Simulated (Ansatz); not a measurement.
**CH3AlOS: small, medium and large basis sets**

How large a basis does CH3AlOS need? Two functionals are run in growing sets.

Method: one geometry, several basis sets; program: Ansatz 0.2.0, Gaussian basis.

Levels to be run: PBE0-D4/def2-SVP; ωB97M-V/def2-SVP; PBE0-D4/def2-QZVPP; ωB97M-V/def2-QZVPP; the functionals' def2-TZVPP values are taken from earlier runs.

### 1 The geometry

All runs share one geometry, relaxed beforehand with PBE0-D4 in a triple-zeta def2 set.

7 atoms, charge 0, spin multiplicity 1.

Atoms are counted from 1 here; the program's logs count them from 0.

Bond lengths: C1–O2 1.406 Å, C1–S4 1.876 Å, C1–H5 1.092 Å, C1–H6 1.092 Å, O2–Al3 1.723 Å, Al3–S4 2.154 Å, Al3–H7 1.568 Å. Angles: O2–C1–S4 107.5°, O2–C1–H5 111.4°, O2–C1–H6 111.4°, S4–C1–H5 108.0°, S4–C1–H6 108.0°, H5–C1–H6 110.3°, C1–O2–Al3 96.1°, O2–Al3–S4 85.9°, O2–Al3–H7 131.4°, S4–Al3–H7 142.7°, C1–S4–Al3 70.5°.

### 2 PBE0-D4 in def2-SVP

Input file in.yaml:

```yaml
crystal:
  periodic: [false, false, false]
  atoms:
    - {symbol: C, position_ang: [-0.459992, 0.848672, -0.043742]}
    - {symbol: O, position_ang: [0.318347, 0.263204, 0.970473]}
    - {symbol: Al, position_ang: [0.681244, -1.185219, 0.110325]}
    - {symbol: S, position_ang: [-0.499077, -0.349510, -1.486480]}
    - {symbol: H, position_ang: [-0.019831, 1.785001, -0.393373]}
    - {symbol: H, position_ang: [-1.487600, 1.013091, 0.287445]}
    - {symbol: H, position_ang: [1.528210, -2.443240, 0.509653]}
basis:
  gaussian: {orbitals: def2-SVP}
hamiltonian: {xc: pbe0, dispersion: d4}
output: {orbitals: {seedname: orbitals}}
```

Run with:

```bash
$ ansatz run in.yaml --threads 2 --pin off --events-out ev --progress --plain --max-ram 4352MiB
```

The log of the run:

```text
Functional definition: PBE0
  name "PBE0"
  cite "Adamo & Barone, J. Chem. Phys. 110, 6158 (1999) doi:10.1063/1.478522"
  cite "Perdew, Burke & Ernzerhof, Phys. Rev. Lett. 77, 3865 (1996) doi:10.1103/PhysRevLett.77.3865"
  parent pbe
  parameter a = 0.25
  parameter kappa = 0.804
  parameter beta = 0.06672455060314922
  exchange = (1 - a)*pbe_x(kappa = kappa, mu = beta*pi^2/3) + a*exact_x
  correlation = pbe_c(beta = beta)
746 factors; integrals over basis functions are off by at most 1.2e-3 eV
mean field evaluation 1: about -20544.0189 eV, gradient 4.5e1 eV
mean field evaluation 2: about -20529.2098 eV, gradient 9.5e1 eV
mean field evaluation 4: about -20548.2032 eV, gradient 4.5e0 eV
mean field evaluation 8: about -20548.3988 eV, gradient 4.2e-1 eV
mean field evaluation 16: about -20548.3993 eV, gradient 3.7e-5 eV
mean field -20548.39931756 eV, -755.1397467149 hartree, gradient 3.7e-5 eV, S^2 0.000000; 0 other end points of the search recorded, 0 dependent functions left out
reference -20548.39934414 eV, -755.1397476918 hartree; 23, 23 occupied and 56, 56 virtual orbitals, 746 factors
Total energy: -20548.53039761 eV, -755.1445638182 hartree
```

Run time: 1 s. Hardware: 2 threads of Arm Neoverse V2, shared host.

### 3 ωB97M-V in def2-SVP

Edit in.yaml of step 2 so:

```diff
@@ -12,3 +12,3 @@
   gaussian: {orbitals: def2-SVP}
-hamiltonian: {xc: pbe0, dispersion: d4}
+hamiltonian: {xc: {name: wB97M-V}}
 output: {orbitals: {seedname: orbitals}}
```

Launched as before.

The log of the run (excerpt; [...] marks lines left out):

```text
Functional definition: wB97M-V
  name "wB97M-V"
  cite "Mardirossian & Head-Gordon, J. Chem. Phys. 144, 214110 (2016) doi:10.1063/1.4952647"
  cite "Becke, J. Chem. Phys. 107, 8554 (1997) doi:10.1063/1.475007"
  cite "Vydrov & Van Voorhis, J. Chem. Phys. 133, 244103 (2010) doi:10.1063/1.3521275"
  # Of w^i u^j: cxij and so on, Table III.
[...]
  gx(w, u) = 1 - cx + cx01*u + cx10*w
  gss(w, u) = css00 + css04*u^4 + css10*w + css20*w^2 + css43*w^4*u^3
  gos(w, u) = cos00 + cos10*w + (cos20 + cos21*u)*w^2 + (cos60 + cos61*u)*w^6
[...]
      + integral(e_c_pw_mod_opposite_spin*gos(b97_w_opposite, b97_u_opposite)) + vv10(b, c)
746 factors; integrals over basis functions are off by at most 1.2e-3 eV
228 factors; integrals over basis functions are off by at most 7.9e-6 eV
[...]
mean field -20556.64002190 eV, -755.4425870138 hartree, gradient 5.5e-5 eV, S^2 0.000000; 0 other end points of the search recorded, 0 dependent functions left out
reference -20556.64006380 eV, -755.4425885535 hartree; 23, 23 occupied and 56, 56 virtual orbitals, 746 factors
Total energy: -20556.64006380 eV, -755.4425885535 hartree
```

Wall time 4.6 s (2 threads of Arm Neoverse V2, shared host).

### 4 PBE0-D4 in def2-QZVPP

Edit in.yaml of step 3 so:

```diff
@@ -11,4 +11,4 @@
 basis:
-  gaussian: {orbitals: def2-SVP}
-hamiltonian: {xc: {name: wB97M-V}}
+  gaussian: {orbitals: "def2-QZVPP.json"}
+hamiltonian: {xc: pbe0, dispersion: d4}
 output: {orbitals: {seedname: orbitals}}
```

Launched as before.

The log of the run:

```text
Functional definition: PBE0
  name "PBE0"
  cite "Adamo & Barone, J. Chem. Phys. 110, 6158 (1999) doi:10.1063/1.478522"
  cite "Perdew, Burke & Ernzerhof, Phys. Rev. Lett. 77, 3865 (1996) doi:10.1103/PhysRevLett.77.3865"
  parent pbe
  parameter a = 0.25
  parameter kappa = 0.804
  parameter beta = 0.06672455060314922
  exchange = (1 - a)*pbe_x(kappa = kappa, mu = beta*pi^2/3) + a*exact_x
  correlation = pbe_c(beta = beta)
1316 factors; their error is unknown
mean field evaluation 1: about -20552.5181 eV, gradient 5.7e1 eV
mean field evaluation 2: about -20525.0773 eV, gradient 1.3e2 eV
mean field evaluation 4: about -20558.8098 eV, gradient 8.8e0 eV
mean field evaluation 8: about -20558.9629 eV, gradient 1.6e-1 eV
mean field evaluation 16: about -20558.9794 eV, gradient 1.2e-4 eV
mean field -20558.97942327 eV, -755.5285584285 hartree, gradient 1.1e-5 eV, S^2 0.000000; 0 other end points of the search recorded, 0 dependent functions left out
reference -20558.97946080 eV, -755.5285598076 hartree; 23, 23 occupied and 321, 321 virtual orbitals, 1316 factors
Total energy: -20559.11051427 eV, -755.5333759340 hartree
```

It took 6 s on 2 threads of Arm Neoverse V2, shared host; peak memory 0.93 GiB.

### 5 ωB97M-V in def2-QZVPP

Edit in.yaml of step 4 so:

```diff
@@ -12,3 +12,3 @@
   gaussian: {orbitals: "def2-QZVPP.json"}
-hamiltonian: {xc: pbe0, dispersion: d4}
+hamiltonian: {xc: {name: wB97M-V}}
 output: {orbitals: {seedname: orbitals}}
```

The command is unchanged.

The log of the run (excerpt; [...] marks lines left out):

```text
Functional definition: wB97M-V
  name "wB97M-V"
  cite "Mardirossian & Head-Gordon, J. Chem. Phys. 144, 214110 (2016) doi:10.1063/1.4952647"
  cite "Becke, J. Chem. Phys. 107, 8554 (1997) doi:10.1063/1.475007"
  cite "Vydrov & Van Voorhis, J. Chem. Phys. 133, 244103 (2010) doi:10.1063/1.3521275"
  # Of w^i u^j: cxij and so on, Table III.
[...]
  gx(w, u) = 1 - cx + cx01*u + cx10*w
  gss(w, u) = css00 + css04*u^4 + css10*w + css20*w^2 + css43*w^4*u^3
  gos(w, u) = cos00 + cos10*w + (cos20 + cos21*u)*w^2 + (cos60 + cos61*u)*w^6
[...]
      + integral(e_c_pw_mod_opposite_spin*gos(b97_w_opposite, b97_u_opposite)) + vv10(b, c)
1245 factors; their error is unknown
297 factors; integrals over basis functions are off by at most 1.3e-5 eV
[...]
mean field -20567.25245837 eV, -755.8325868605 hartree, gradient 7.1e-5 eV, S^2 0.000000; 0 other end points of the search recorded, 0 dependent functions left out
reference -20567.25251912 eV, -755.8325890932 hartree; 23, 23 occupied and 321, 321 virtual orbitals, 1245 factors
Total energy: -20567.25251912 eV, -755.8325890932 hartree
```

It took 15 s on 2 threads of Arm Neoverse V2, shared host; peak memory 1.1 GiB.

### 6 Density functionals: the series

The def2-TZVPP values come from earlier runs at the same geometry.

```
functional       basis  functions  energy (eV)  from the largest (eV)  HOMO (eV)  LUMO (eV)
   PBE0-D4    def2-SVP         79  -20548.5304                 10.580      -7.19      -0.73
   PBE0-D4  def2-TZVPP        188  -20558.3992                  0.711      -7.26      -0.88
   PBE0-D4  def2-QZVPP        344  -20559.1105                  0.000      -7.28      -0.96
   ωB97M-V    def2-SVP         79  -20556.6401                 10.612      -9.31       0.99
   ωB97M-V  def2-TZVPP        188  -20566.5744                  0.678      -9.43       0.72
   ωB97M-V  def2-QZVPP        344  -20567.2525                  0.000      -9.46       0.44
```

### 7 Outcome

| quantity | value |
| --- | --- |
| PBE0-D4: double and triple zeta above quadruple | 10.58, 0.71 eV |
| ωB97M-V: double and triple zeta above quadruple | 10.61, 0.68 eV |

**Reading.** PBE0-D4 gains 9.87 eV from double to triple zeta, then 0.71 eV more. These are total energies; as a rule much of such shifts cancels in differences, which this series doesn't test. The LUMO of ωB97M-V is positive and keeps falling with the basis (0.99 to 0.44 eV): an unbound level that the basis holds in place.

For PBE0-D4 the largest set took about 6 times as long as the smallest (6 s against 1 s).
